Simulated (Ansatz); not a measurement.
**CH₂FNSi (SMILES NC#[Si]F): functionals against CCSD(T) at one geometry**

The atoms stand at a structure displaced at random from a GFN2-xTB minimum. How far do the functionals agree with CCSD(T) there?

The runs use Ansatz 0.2.0, Gaussian basis; single points in def2-TZVPP.

Correlated methods freeze the cores.

## Step 1: The starting structure

SMILES `NC#[Si]F`, 6 atoms, charge 0, spin multiplicity 1.

Atoms are counted from 1 here; the program's logs count them from 0.

Bond lengths: N1–C2 1.287 Å, N1–H5 0.908 Å, N1–H6 1.191 Å, C2–Si3 1.757 Å, Si3–F4 1.625 Å. Angles: C2–N1–H5 126.0°, C2–N1–H6 120.5°, H5–N1–H6 111.2°, N1–C2–Si3 142.6°, C2–Si3–F4 121.1°.

Coordinates:

```mol
CH2FNSi
  3D, bonds by distance, orders not assigned

  6  5  0  0  0  0  0  0  0  0999 V2000
    0.1352    1.1333    0.1940 N   0  0
   -0.2518   -0.0725   -0.0361 C   0  0
    0.3433   -1.7112   -0.2526 Si  0  0
   -0.6648   -2.9242   -0.6435 F   0  0
    0.3181    1.7644   -0.4334 H   0  0
   -0.0309    1.6275    1.2652 H   0  0
  1  2  8  0
  1  5  8  0
  1  6  8  0
  2  3  8  0
  3  4  8  0
M  END
```

## Step 2: CCSD(T)/def2-TZVPP

The input, run/in.yaml:

```yaml
crystal:
  periodic: [false, false, false]
  atoms:
    - {symbol: N, position_ang: [0.135200, 1.133300, 0.194000]}
    - {symbol: C, position_ang: [-0.251800, -0.072500, -0.036100]}
    - {symbol: Si, position_ang: [0.343300, -1.711200, -0.252600]}
    - {symbol: F, position_ang: [-0.664800, -2.924200, -0.643500]}
    - {symbol: H, position_ang: [0.318100, 1.764400, -0.433400]}
    - {symbol: H, position_ang: [-0.030900, 1.627500, 1.265200]}
basis:
  gaussian: {orbitals: def2-TZVPP}
correlation: {method: ccsd_t}
output: {forces: true}
```

The command line of these runs was not kept.

## Step 3: PBE0-D4/def2-TZVPP

run/in.yaml: that of step 2 with these lines changed.

```diff
@@ -11,3 +11,3 @@
   gaussian: {orbitals: def2-TZVPP}
-correlation: {method: ccsd_t}
-output: {forces: true}
+hamiltonian: {xc: pbe0, dispersion: d4}
+output: {forces: true, orbitals: {seedname: orbitals}}
```

## Step 4: wB97M-V/def2-TZVPP

run/in.yaml: that of step 3 with these lines changed.

```diff
@@ -11,3 +11,3 @@
   gaussian: {orbitals: def2-TZVPP}
-hamiltonian: {xc: pbe0, dispersion: d4}
-output: {forces: true, orbitals: {seedname: orbitals}}
+hamiltonian: {xc: {name: wB97M-V}}
+output: {forces: true}
```

## Step 5: r2SCAN-D4/def2-TZVPP

run/in.yaml: that of step 4 with these lines changed.

```diff
@@ -11,3 +11,3 @@
   gaussian: {orbitals: def2-TZVPP}
-hamiltonian: {xc: {name: wB97M-V}}
+hamiltonian: {xc: r2scan, dispersion: d4}
 output: {forces: true}
```

## Step 6: PBE-D4/def2-TZVPP

run/in.yaml: that of step 5 with these lines changed.

```diff
@@ -11,3 +11,3 @@
   gaussian: {orbitals: def2-TZVPP}
-hamiltonian: {xc: r2scan, dispersion: d4}
+hamiltonian: {xc: pbe, dispersion: d4}
 output: {forces: true}
```

## Step 7: r2SCAN0-D4/def2-TZVPP

run/in.yaml: that of step 6 with these lines changed.

```diff
@@ -11,3 +11,3 @@
   gaussian: {orbitals: def2-TZVPP}
-hamiltonian: {xc: pbe, dispersion: d4}
+hamiltonian: {xc: {name: r2SCAN0}, dispersion: d4}
 output: {forces: true}
```

## Step 8: revPBE-D4/def2-TZVPP

run/in.yaml: that of step 7 with these lines changed.

```diff
@@ -11,3 +11,3 @@
   gaussian: {orbitals: def2-TZVPP}
-hamiltonian: {xc: {name: r2SCAN0}, dispersion: d4}
+hamiltonian: {xc: {name: revPBE}, dispersion: d4}
 output: {forces: true}
```

(Steps that only read results are left out.)

Q: Predict the outcome of this session. Wanted: energy less free atoms, CCSD(T)/def2-TZVPP; RMS force component; RMS force error; HOMO and LUMO, PBE0-D4; T1 diagnostic.

The runs gave:

| quantity | value |
| --- | --- |
| energy less free atoms, CCSD(T)/def2-TZVPP | -483.3 kcal/mol |
| RMS force component | 2.754 to 2.819 eV/Å over the methods |
| RMS force error | PBE0-D4 0.293, wB97M-V 0.250, r2SCAN-D4 0.248, PBE-D4 0.352, r2SCAN0-D4 0.326, revPBE-D4 0.365 eV/Å |
| HOMO and LUMO, PBE0-D4 | -6.22 and -1.97 eV |
| T1 diagnostic | 0.025 |

What this shows: Against CCSD(T) the functionals' energies less atoms differ by -48.5 to -3.2 kcal/mol, PBE-D4 by -48.5 kcal/mol. A larger basis would deepen the CCSD(T) value, while the functionals are nearly converged already, so the order here is not reliable. The forces of r2SCAN-D4 come nearest to CCSD(T), those of revPBE-D4 are farthest. Frozen-core CCSD(T) forces in triple zeta carry basis errors of their own, and this is one geometry, so small gaps rank nothing. The T1 diagnostic is large here, over the usual mark for main-group molecules (transition-metal compounds often pass it harmlessly), so CCSD(T) itself may be off. The restricted Hartree–Fock reference is unstable towards an unrestricted one at one or more of these structures.
